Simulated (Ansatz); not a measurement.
Ta3AsAu2O13:

```xyz
19
Lattice="5.4520 0.0000 0.0000 -2.7260 4.7216 0.0000 0.0000 0.0000 9.5790" Properties=species:S:1:pos:R:3 pbc="T T T"
Ta    0.0000    0.0000    1.8591
Ta    0.0000    0.0000    7.7199
Ta    2.7260    1.5739    0.0000
As    0.0000    0.0000    4.7895
Au    0.0000    3.1478    2.6273
Au    0.0000    3.1478    6.9517
O     0.0000    0.0000    0.0000
O    -1.3422    4.5861    3.4870
O    -0.5745    1.2662    3.4870
O     1.9167    3.5909    3.4870
O    -1.3422    4.5861    6.0921
O    -0.5745    1.2662    6.0921
O     1.9167    3.5909    6.0921
O     1.1852    1.5782    8.2230
O     3.4927    0.2373    8.2230
O     3.5002    2.9061    8.2230
O     1.1852    1.5782    1.3560
O     3.4927    0.2373    1.3560
O     3.5002    2.9061    1.3560
```

The cell was built by a generator and needn't be a form met in nature.

Base run:

| Property | Result |
| --- | --- |
| Program | Ansatz 0.2.0 |
| Functional | RPBE |
| Potentials or basis | all-electron LAPW, scalar-relativistic |
| Cutoff | 483 eV |
| Density cutoff | 1932 eV |
| Basis error allowed | 0.003 eV/atom |
| k mesh | 4 × 4 × 2 |
| Occupations | fermi-dirac, width 0.05 eV |
| Spin | no spin polarisation |

Its results: pressure 3.8 GPa; largest force 0.284 eV/Å.

Question: After a change of settings the same cell gave: pressure 2.8 GPa; largest force 0.255 eV/Å. Which change was it?
A. functional from RPBE to revPBE
B. functional from RPBE to PBE
C. functional from RPBE to PBE; k mesh from 4 × 4 × 2 to 6 × 6 × 3
D. functional from RPBE to LDA

Answer: A.

Caveats: the k mesh is thin for a metal, which can move the energy by tens of meV per atom.

Not every run made on this cell is shown here.
